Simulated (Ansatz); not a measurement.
# GeW (Fm-3m) in Ansatz: notebook, part 2 of 2

Ansatz 0.2.0. Earlier steps stand in the parts before.

## 3. Relaxation of cell and atoms, revPBE

Contents of input.yaml:

```yaml
crystal:
  lattice:
    - [0.0, 2.57761, 2.57761]
    - [2.57761, 0.0, 2.57761]
    - [2.57761, 2.57761, 0.0]
  atoms:
    - { symbol: Ge, position: [0.5, 0.5, 0.5] }
    - { symbol: W, position: [0.0, 0.0, 0.0] }
hamiltonian:
  xc: revpbe
  pseudopotentials: { kind: paw }
kpoints:
  mp_grid: { grid: [9, 9, 9] }
scf:
  occupations: { method: fermi_dirac, width: 0.05 }
output:
  forces: true
  stress: true
  eigenvalues: true
relax:
  f_tol: 0.01
  max_steps: 40
  cell: { stress_tol: 0.05 }
```

Potentials or basis: Ansatz PAW.

Command:

```console
ansatz run input.yaml --threads 2 --pin off --max-ram 5632MiB --backend cpu --events-out ev --progress --plain --runs-dir out
```

The program printed:

```text
Warning: RAYON_NUM_THREADS=2 ignored (pool sized by the plan → 2); use --threads N
Engine: ansatz 0.2.0, aarch64-unknown-linux-gnu
Pseudopotentials: kind: paw
Pseudopotential: Ge, paw, valence charge 14, recommended cutoff 420 eV (normal), Ge.paw.azcp
Pseudopotential: W, paw, valence charge 14, recommended cutoff 420 eV (normal), W.paw.azcp
Functional definition: revPBE
  parameter kappa = 1.245
  parameter beta = 0.06672455060314922
  exchange = pbe_x(kappa = kappa, mu = beta*pi^2/3)
  correlation = pbe_c(beta = beta)
Crystal: 2 atoms, lattice volume = 34.252 Å³
Basis set: ecut = 420 eV, 645 PW (Γ), exchange–correlation on 50×50×50 points (8 copies of the dense FFT grid, shifted against one another)
Bands: 18, of which v1, the nominal top of the filled ones, is band 14 counted from 1 (13 counted from 0)
Symmetry: 48 space group operations
Space group: Fm-3m (ITA 225), of the structure as read, at distance tolerance 3.2e-5 Å
k-points: 35 of 729
Non-local potential: Ge, projectors of the file, l = 0: 2, l = 1: 2, l = 2: 3, l = 3: 1
Non-local potential: W, projectors of the file, l = 0: 3, l = 1: 2, l = 2: 2, l = 3: 1
PAW form: soft (Blöchl's): semilocal exchange-correlation on the pseudo side does not see the compensation charge
PAW frozen core: Ge, regenerated for the run's functional, and the local potential with it (the file was generated under x = pbe(κ = 0.804, μ = 0.2195149727645171), c = pbe(β = 0.06672455060314922))
PAW frozen core: W, regenerated for the run's functional, and the local potential with it (the file was generated under x = pbe(κ = 0.804, μ = 0.2195149727645171), c = pbe(β = 0.06672455060314922))
PAW one-centre angular grid: Ge, 590 points (default); XC on 64 Gauss nodes
PAW one-centre angular grid: W, 590 points (default); XC on 64 Gauss nodes
Initial density: superposition of atomic densities (neutral atoms: chi_scale 0, normalization atom), corrected by the library's trained network
Initial wavefunctions: pseudopotential atomic-orbital guess
Functional: x = revpbe(κ = 1.245, μ = 0.2195149727645171), c = pbe(β = 0.06672455060314922)
SCF iter   1: F=—  HF=-14691.159314 eV  |F-HF|=—  |Δ(HF+E_count)|=         —  Δρ=5.07e-3  dr2=8.52e-3  ethr=1.77e-3  ⟨swp⟩=5.9  Hψ=3182  notcnv=0
preconditioner: auto → Kerker (q_TF=auto, 2.638 Å⁻¹)  [metal: Δε(μ)=0.043 eV  Ē_g=16.968 eV  σ=0.050 eV  W_gap=0.21  n_scr=14 (ndim 8)  ℏωp=28.4 eV  f_vac=0.000  D(μ)=3.02/eV (n_scr^D=26)]
SCF iter   2: F=—  HF=-14691.158288 eV  |F-HF|=—  |Δ(HF+E_count)|=   1.03e-3  Δρ=2.66e-3  dr2=1.94e-3  ethr=3.04e-5  ⟨swp⟩=1.2  Hψ=929  notcnv=0
SCF iter   3: F=—  HF=-14691.158253 eV  |F-HF|=—  |Δ(HF+E_count)|=   3.48e-5  Δρ=7.78e-4  dr2=1.22e-4  ethr=6.91e-6  ⟨swp⟩=2.9  Hψ=986  notcnv=0
SCF iter   4: F=—  HF=-14691.158225 eV  |F-HF|=—  |Δ(HF+E_count)|=   2.81e-5  Δρ=2.79e-4  dr2=2.70e-5  ethr=4.37e-7  ⟨swp⟩=2.0  Hψ=959  notcnv=0
SCF iter   5: F=—  HF=-14691.158216 eV  |F-HF|=—  |Δ(HF+E_count)|=   8.71e-6  Δρ=7.10e-5  dr2=1.62e-6  ethr=9.65e-8  ⟨swp⟩=2.3  Hψ=961  notcnv=0
[... 39 lines left out ...]
SCF converged after 7 iterations
Free energy (F): -14691.161337 eV
Harris-Foulkes:  -14691.161337 eV  (|F-HF|=7.28e-12)
Internal energy: -14691.137235 eV  (E = F + TS)
E sigma→0 (E₀):  -14691.149286 eV
Entropy (-TS):   -0.024102 eV (-12.051 meV/atom)
Fermi energy:    16.416840 eV
--- Per-component energies (eV) ---
  E_band       = -208.254007
  E_kinetic    = 561.519485
  E_local      = -2834.472265  (includes V_loc(G=0)·N_el)
  E_nonlocal   = 421.095406
  E_hartree    = 1192.053564
  E_xc         = -341.920447
  E_vxc        = -302.214751  (∫ρ·V_xc dr)
  E_paw        = -10596.351129  (= ΣΔE_a)
  E_vpaw       = -438.289170  (= ΣTr[D̂ρ^β])
  E_aug_tail   = 0.000206  (compensation charges beyond the density's cutoff)
  E_ewald      = -3092.919004
  E_core_change = -0.143051  (= ΣΔE_core)
  E_smearing   = -0.024102  (= −TS)
  E_closure    = -0.000000  (closes the sum)
  Σ components = -14691.161337   (vs F -14691.161337, Δ=0.00e0)
--- Forces (eV/Å), atoms counted from 1 ---
  atom   1  Ge     0.00000000    -0.00000000    -0.00000000
  atom   2  W     -0.00000000    -0.00000000     0.00000000
  max |Σ_I F_I| component: 9.99e-29 eV/Å
--- Stress (GPa, compression-positive) ---
       -0.034120      -0.000000      -0.000000
       -0.000000      -0.034120      -0.000000
       -0.000000      -0.000000      -0.034120
  P = ⅓ Tr σ = -0.0341 GPa (-0.341 kbar)
--- Band table (eV; the first three rows and the last of 35) ---
  k-point 0: bands = ["-58.0326", "-22.2592", "-22.2592", "-22.2592", "-8.0157", "-8.0157", "-7.9587", "-7.9587", "-7.9587", "4.1943", "14.8385", "14.8385", "14.8385", "15.5468", "15.5468", "18.8245", "18.8245", "18.8245"]
  k-point 1: bands = ["-58.0323", "-22.2706", "-22.2613", "-22.2613", "-8.0116", "-8.0116", "-7.9577", "-7.9570", "-7.9570", "4.4322", "14.3898", "14.7189", "14.7189", "15.2619", "15.2619", "18.2464", "19.6716", "19.6716"]
  k-point 2: bands = ["-58.0314", "-22.2992", "-22.2665", "-22.2665", "-8.0013", "-8.0013", "-7.9550", "-7.9524", "-7.9524", "5.1245", "13.1276", "13.8904", "13.8904", "15.6330", "15.6330", "17.5820", "21.3676", "21.3676"]
  k-point 34: bands = ["-58.0288", "-22.3257", "-22.3139", "-22.2960", "-8.0085", "-7.9872", "-7.9527", "-7.9466", "-7.9346", "7.3830", "11.8051", "12.4654", "12.9264", "16.9412", "16.9709", "17.8861", "17.9360", "19.7634"]
--- Relaxed structure (3 steps of the walk, 3 accepted, 1 SCFs on fresh bases) ---
  F+E_penalty+E_count = -14691.16133686 eV   max|allowed force component| = 5.943e-29 eV/Å   (the final SCF, on the basis selected at the relaxed cell)
  cell:  # Å, volume = 34.7106 Å³
    - [1.6942112009377835e-33, 2.5890724078342617, 2.5890724078342617]
    - [2.5890724078342617, -4.585834829606032e-34, 2.5890724078342617]
    - [2.5890724078342617, 2.5890724078342617, -1.3120582984706144e-33]
  atoms:
    - { symbol: Ge, position: [0.49999999999999994, 0.49999999999999994, 0.49999999999999994] }
    - { symbol: W, position: [-5.479295261439409e-34, 5.977413012479344e-34, 1.9924710041595077e-34] }
```

Wall time 3.7 s (2 threads of Arm Neoverse V1, shared host); peak memory 0.32 GiB.

What came out:

- Free energy: -14691.1613 eV
- Relaxed volume: 17.36 Å³/atom
- Relaxed cell: a = 3.662 Å, b = 3.662 Å, c = 3.662 Å, α = 60.00°, β = 60.00°, γ = 60.00°
- Space group after relaxing (to 0.05 Å): Fm-3m (No. 225)
- Energy gained by relaxing: 1.6 meV/atom
- Ionic steps: 4
- Pressure after relaxing: 0.0 GPa
- Band gap on the k mesh: none (metal or under the smearing width)

The path:
```
step  energy change (eV)  largest force (eV/Å)  volume (Å³)
   1              0.0000                0.0000        34.25
   2             -0.0014                0.0000        35.02
   3             -0.0030                0.0000        34.71
   4             -0.0031                0.0000        34.71
```

Final structure:
```cif
data_structure
_symmetry_space_group_name_H-M 'P 1'
_symmetry_Int_Tables_number 1
_cell_length_a 3.6615
_cell_length_b 3.6615
_cell_length_c 3.6615
_cell_angle_alpha 60.000
_cell_angle_beta 60.000
_cell_angle_gamma 60.000
_cell_volume 34.71
loop_
_atom_site_label
_atom_site_type_symbol
_atom_site_fract_x
_atom_site_fract_y
_atom_site_fract_z
_atom_site_occupancy
Ge1 Ge 0.50000 0.50000 0.50000 1
W1 W 0.00000 0.00000 0.00000 1
```

Caveat: the plane-wave basis is chosen anew once the cell has moved, so the energies of steps on either side of that aren't comparable; the PAW data sets come from PBE, with cores solved anew for the run's functional, which leaves a small shift of forces and pressure.

## 4. Relaxation of cell and atoms, BLYP

Changes to input.yaml since step 3:

```diff
@@ -9,3 +9,3 @@
 hamiltonian:
-  xc: revpbe
+  xc: blyp
   pseudopotentials: { kind: paw }
```

Potentials or basis: Ansatz PAW.

Command:

```console
ansatz run input.yaml --threads 2 --pin off --max-ram 5632MiB --backend cpu --events-out ev --progress --plain --runs-dir out
```

The program printed:

```text
Warning: RAYON_NUM_THREADS=2 ignored (pool sized by the plan → 2); use --threads N
Engine: ansatz 0.2.0, aarch64-unknown-linux-gnu
Pseudopotentials: kind: paw
Pseudopotential: Ge, paw, valence charge 14, recommended cutoff 420 eV (normal), Ge.paw.azcp
Pseudopotential: W, paw, valence charge 14, recommended cutoff 420 eV (normal), W.paw.azcp
Functional definition: BLYP
  parameter beta = 0.0042
  parameter a = 0.04918
  parameter b = 0.132
  parameter c = 0.2533
  parameter d = 0.349
  exchange = b88_x(beta = beta)
  correlation = lyp_c(a = a, b = b, c = c, d = d)
Crystal: 2 atoms, lattice volume = 34.252 Å³
Basis set: ecut = 420 eV, 645 PW (Γ), exchange–correlation on 50×50×50 points (8 copies of the dense FFT grid, shifted against one another)
Bands: 18, of which v1, the nominal top of the filled ones, is band 14 counted from 1 (13 counted from 0)
Symmetry: 48 space group operations
Space group: Fm-3m (ITA 225), of the structure as read, at distance tolerance 3.2e-5 Å
k-points: 35 of 729
Non-local potential: Ge, projectors of the file, l = 0: 2, l = 1: 2, l = 2: 3, l = 3: 1
Non-local potential: W, projectors of the file, l = 0: 3, l = 1: 2, l = 2: 2, l = 3: 1
PAW form: soft (Blöchl's): semilocal exchange-correlation on the pseudo side does not see the compensation charge
PAW frozen core: Ge, regenerated for the run's functional, and the local potential with it (the file was generated under x = pbe(κ = 0.804, μ = 0.2195149727645171), c = pbe(β = 0.06672455060314922))
PAW frozen core: W, regenerated for the run's functional, and the local potential with it (the file was generated under x = pbe(κ = 0.804, μ = 0.2195149727645171), c = pbe(β = 0.06672455060314922))
PAW one-centre angular grid: Ge, 590 points (default); XC on 64 Gauss nodes
PAW one-centre angular grid: W, 590 points (default); XC on 64 Gauss nodes
Initial density: superposition of atomic densities (neutral atoms: chi_scale 0, normalization atom), corrected by the library's trained network
Initial wavefunctions: pseudopotential atomic-orbital guess
Functional: x = b88, c = lyp
SCF iter   1: F=—  HF=-14712.306076 eV  |F-HF|=—  |Δ(HF+E_count)|=         —  Δρ=7.34e-3  dr2=1.98e-2  ethr=1.77e-3  ⟨swp⟩=5.9  Hψ=3193  notcnv=0
preconditioner: auto → Kerker (q_TF=auto, 2.638 Å⁻¹)  [metal: Δε(μ)=0.026 eV  Ē_g=16.976 eV  σ=0.050 eV  W_gap=0.13  n_scr=14 (ndim 8)  ℏωp=28.4 eV  f_vac=0.000  D(μ)=3.23/eV (n_scr^D=50)]
SCF iter   2: F=—  HF=-14712.303506 eV  |F-HF|=—  |Δ(HF+E_count)|=   2.57e-3  Δρ=4.78e-3  dr2=9.49e-3  ethr=7.05e-5  ⟨swp⟩=1.0  Hψ=910  notcnv=0
SCF iter   3: F=—  HF=-14712.301282 eV  |F-HF|=—  |Δ(HF+E_count)|=   2.22e-3  Δρ=6.79e-4  dr2=1.73e-4  ethr=3.39e-5  ⟨swp⟩=2.0  Hψ=945  notcnv=0
[... 53 lines left out ...]
SCF converged after 7 iterations
Free energy (F): -14712.343519 eV
Harris-Foulkes:  -14712.343519 eV  (|F-HF|=3.64e-12)
Internal energy: -14712.317751 eV  (E = F + TS)
E sigma→0 (E₀):  -14712.330635 eV
Entropy (-TS):   -0.025768 eV (-12.884 meV/atom)
Fermi energy:    16.105234 eV
--- Per-component energies (eV) ---
  E_band       = -215.770663
  E_kinetic    = 561.694586
  E_local      = -2891.551922  (includes V_loc(G=0)·N_el)
  E_nonlocal   = 417.651654
  E_hartree    = 1215.140896
  E_xc         = -336.276619
  E_vxc        = -295.117703  (∫ρ·V_xc dr)
  E_paw        = -10623.271584  (= ΣΔE_a)
  E_vpaw       = -438.729311  (= ΣTr[D̂ρ^β])
  E_aug_tail   = 0.000252  (compensation charges beyond the density's cutoff)
  E_ewald      = -3056.005690
  E_core_change = 0.300675  (= ΣΔE_core)
  E_smearing   = -0.025768  (= −TS)
  E_closure    = 0.000000  (closes the sum)
  Σ components = -14712.343519   (vs F -14712.343519, Δ=0.00e0)
--- Forces (eV/Å), atoms counted from 1 ---
  atom   1  Ge     0.00000000    -0.00000000    -0.00000000
  atom   2  W     -0.00000000     0.00000000     0.00000000
  max |Σ_I F_I| component: 1.69e-29 eV/Å
--- Stress (GPa, compression-positive) ---
        0.023416      -0.000000      -0.000000
       -0.000000       0.023416       0.000000
       -0.000000       0.000000       0.023416
  P = ⅓ Tr σ = 0.0234 GPa (0.234 kbar)
--- Band table (eV; the first three rows and the last of 35) ---
  k-point 0: bands = ["-58.3218", "-22.5484", "-22.5484", "-22.5484", "-8.3823", "-8.3823", "-8.3316", "-8.3316", "-8.3316", "4.1831", "14.6576", "14.6576", "14.6576", "15.2773", "15.2773", "18.3752", "18.3752", "18.3752"]
  k-point 1: bands = ["-58.3215", "-22.5580", "-22.5501", "-22.5501", "-8.3789", "-8.3789", "-8.3308", "-8.3302", "-8.3302", "4.4089", "14.2375", "14.5170", "14.5170", "15.0193", "15.0193", "17.7677", "19.1910", "19.1910"]
  k-point 2: bands = ["-58.3208", "-22.5821", "-22.5545", "-22.5545", "-8.3704", "-8.3704", "-8.3285", "-8.3263", "-8.3263", "5.0648", "13.0054", "13.6954", "13.6954", "15.3819", "15.3819", "17.1228", "20.8164", "20.8164"]
  k-point 34: bands = ["-58.3187", "-22.6045", "-22.5945", "-22.5794", "-8.3767", "-8.3585", "-8.3264", "-8.3213", "-8.3112", "7.1107", "11.7759", "12.4815", "12.8058", "16.5796", "16.6321", "17.4774", "17.5124", "19.1944"]
--- Relaxed structure (4 steps of the walk, 4 accepted, 1 SCFs on fresh bases) ---
  F+E_penalty+E_count = -14712.34351916 eV   max|allowed force component| = 9.433e-30 eV/Å   (the final SCF, on the basis selected at the relaxed cell)
  cell:  # Å, volume = 35.9837 Å³
    - [3.894110749580267e-33, 2.620345661987927, 2.620345661987927]
    - [2.620345661987927, 2.9642053535768218e-33, 2.620345661987927]
    - [2.620345661987927, 2.620345661987927, 8.025210951810553e-34]
  atoms:
    - { symbol: Ge, position: [0.5, 0.5, 0.5] }
    - { symbol: W, position: [-2.7396476307197004e-33, 2.739647630719706e-33, 1.046047277183718e-33] }
```

Run time: 4.5 s. Hardware: 2 threads of Arm Neoverse V1, shared host; peak memory 0.32 GiB.

What came out:

```
Free energy                            : -14712.3435 eV
Relaxed volume                         : 17.99 Å³/atom
Relaxed cell                           : a = 3.706 Å, b = 3.706 Å, c = 3.706 Å, α = 60.00°, β = 60.00°, γ = 60.00°
Space group after relaxing (to 0.05 Å) : Fm-3m (No. 225)
Energy gained by relaxing              : 21.1 meV/atom
Ionic steps                            : 5
Pressure after relaxing                : 0.0 GPa
Band gap on the k mesh                 : none (metal or under the smearing width)
```

Step by step:
| step | energy change (eV) | largest force (eV/Å) | volume (Å³) |
| --- | --- | --- | --- |
| 1 | 0.0000 | 0.0000 | 34.25 |
| 2 | -0.0268 | 0.0000 | 37.09 |
| 3 | -0.0416 | 0.0000 | 36.08 |
| 4 | -0.0418 | 0.0000 | 35.98 |
| 5 | -0.0423 | 0.0000 | 35.98 |

Final structure:
```yaml
crystal:
  lattice:
    - [0.00000, 2.62035, 2.62035]
    - [2.62035, 0.00000, 2.62035]
    - [2.62035, 2.62035, 0.00000]
  atoms:
    - { symbol: Ge, position: [0.50000, 0.50000, 0.50000] }
    - { symbol: W, position: [0.00000, 0.00000, 0.00000] }
```

Levels at points of the mesh, in eV from the Fermi level:
| k point | band 11 | band 12 | band 13 | band 14 | band 15 | band 16 | band 17 | band 18 |
| --- | --- | --- | --- | --- | --- | --- | --- | --- |
| (0.00, 0.00, 0.00) | -1.45 | -1.45 | -1.45 | -0.83 | -0.83 | 2.27 | 2.27 | 2.27 |

Caveat: the plane-wave basis is chosen anew once the cell has moved, so the energies of steps on either side of that aren't comparable; the PAW data sets come from PBE, with cores solved anew for the run's functional, which leaves a small shift of forces and pressure.

## 5. Single point, PBE

Changes to input.yaml since step 4:

```diff
@@ -9,3 +9,3 @@
 hamiltonian:
-  xc: blyp
+  xc: pbe
   pseudopotentials: { kind: paw }
@@ -14,3 +14,3 @@
 scf:
-  occupations: { method: fermi_dirac, width: 0.05 }
+  occupations: { method: gaussian, width: 0.012 }
 output:
@@ -19,5 +19 @@
   eigenvalues: true
-relax:
-  f_tol: 0.01
-  max_steps: 40
-  cell: { stress_tol: 0.05 }
```

Potentials or basis: Ansatz PAW.

Command:

```console
ansatz run input.yaml --threads 2 --pin off --max-ram 5632MiB --backend cpu --events-out ev --progress --plain --runs-dir out
```

The program printed:

```text
Warning: RAYON_NUM_THREADS=2 ignored (pool sized by the plan → 2); use --threads N
Engine: ansatz 0.2.0, aarch64-unknown-linux-gnu
Pseudopotentials: kind: paw
Pseudopotential: Ge, paw, valence charge 14, recommended cutoff 420 eV (normal), Ge.paw.azcp
Pseudopotential: W, paw, valence charge 14, recommended cutoff 420 eV (normal), W.paw.azcp
Functional definition: PBE
  parameter kappa = 0.804
  parameter beta = 0.06672455060314922
  exchange = pbe_x(kappa = kappa, mu = beta*pi^2/3)
  correlation = pbe_c(beta = beta)
Crystal: 2 atoms, lattice volume = 34.252 Å³
Basis set: ecut = 420 eV, 645 PW (Γ), exchange–correlation on 50×50×50 points (8 copies of the dense FFT grid, shifted against one another)
Bands: 18, of which v1, the nominal top of the filled ones, is band 14 counted from 1 (13 counted from 0)
Symmetry: 48 space group operations
Space group: Fm-3m (ITA 225), of the structure as read, at distance tolerance 3.2e-5 Å
k-points: 35 of 729
[... 34 lines left out ...]
  E_vpaw       = -440.042723  (= ΣTr[D̂ρ^β])
  E_aug_tail   = 0.000282  (compensation charges beyond the density's cutoff)
  E_ewald      = -3106.672946
  E_smearing   = -0.000162  (= −TS)
  E_closure    = -0.000000  (closes the sum)
  Σ components = -14678.042878   (vs F -14678.042878, Δ=0.00e0)
--- Forces (eV/Å), atoms counted from 1 ---
  atom   1  Ge     0.00000000    -0.00000000    -0.00000000
  atom   2  W     -0.00000000     0.00000000    -0.00000000
  max |Σ_I F_I| component: 4.72e-29 eV/Å
--- Stress (GPa, compression-positive) ---
        0.200541       0.000000      -0.000000
        0.000000       0.200541      -0.000000
        0.000000      -0.000000       0.200541
  P = ⅓ Tr σ = 0.2005 GPa (2.005 kbar)
--- Band table (eV; the first three rows and the last of 35) ---
  k-point 0: bands = ["-57.8288", "-22.0573", "-22.0573", "-22.0573", "-7.8295", "-7.8295", "-7.7699", "-7.7699", "-7.7699", "4.2828", "14.9894", "14.9894", "14.9894", "15.7241", "15.7241", "19.0404", "19.0404", "19.0404"]
  k-point 1: bands = ["-57.8285", "-22.0694", "-22.0594", "-22.0594", "-7.8251", "-7.8251", "-7.7688", "-7.7681", "-7.7681", "4.5242", "14.5378", "14.8740", "14.8740", "15.4287", "15.4287", "18.4634", "19.9006", "19.9006"]
  k-point 2: bands = ["-57.8275", "-22.0998", "-22.0650", "-22.0650", "-7.8141", "-7.8141", "-7.7660", "-7.7633", "-7.7633", "5.2262", "13.2719", "14.0398", "14.0398", "15.7992", "15.7992", "17.7927", "21.6231", "21.6231"]
  k-point 34: bands = ["-57.8247", "-22.1279", "-22.1153", "-22.0963", "-7.8216", "-7.7990", "-7.7636", "-7.7571", "-7.7445", "7.5029", "11.9479", "12.6085", "13.0774", "17.1410", "17.1613", "18.1065", "18.1446", "20.0219"]
```

Run time: 0.91 s. Hardware: 2 threads of Arm Neoverse V1, shared host; peak memory 0.3 GiB.

What came out:

```
Free energy            : -14678.0429 eV
Pressure               : 0.2 GPa
Band gap on the k mesh : none (metal or under the smearing width)
```

Levels at points of the mesh, in eV from the Fermi level:
| k point | band 11 | band 12 | band 13 | band 14 | band 15 | band 16 | band 17 | band 18 |
| --- | --- | --- | --- | --- | --- | --- | --- | --- |
| (0.00, 0.00, 0.00) | -1.60 | -1.60 | -1.60 | -0.86 | -0.86 | 2.45 | 2.45 | 2.45 |

The run has no spin-orbit coupling, so splittings on W are missing.

## 6. The runs side by side

```tsv
task	level	cell	smearing	gap on the mesh (eV)	pressure (GPa)	relaxed volume (Å³/atom)
relaxation of cell and atoms	RPBE	relaxed	fermi-dirac 0.05 eV	none	0.0	17.43
relaxation of cell and atoms	revPBE	relaxed	fermi-dirac 0.05 eV	none	0.0	17.36
relaxation of cell and atoms	BLYP	relaxed	fermi-dirac 0.05 eV	none	0.0	17.99
single point	PBE	as given	gaussian 0.012 eV	none	0.2	-
```

Alike in all rows: potentials or basis Ansatz PAW; no spin polarisation; k mesh 9 × 9 × 9; cutoff (eV) 420.

Caveats: the plane-wave basis is chosen anew once the cell has moved, so the energies of steps on either side of that aren't comparable (some runs); the PAW data sets come from PBE, with cores solved anew for the run's functional, which leaves a small shift of forces and pressure (some runs).

Total energies depend on the potentials used, so only differences within one code and one set of settings carry meaning.
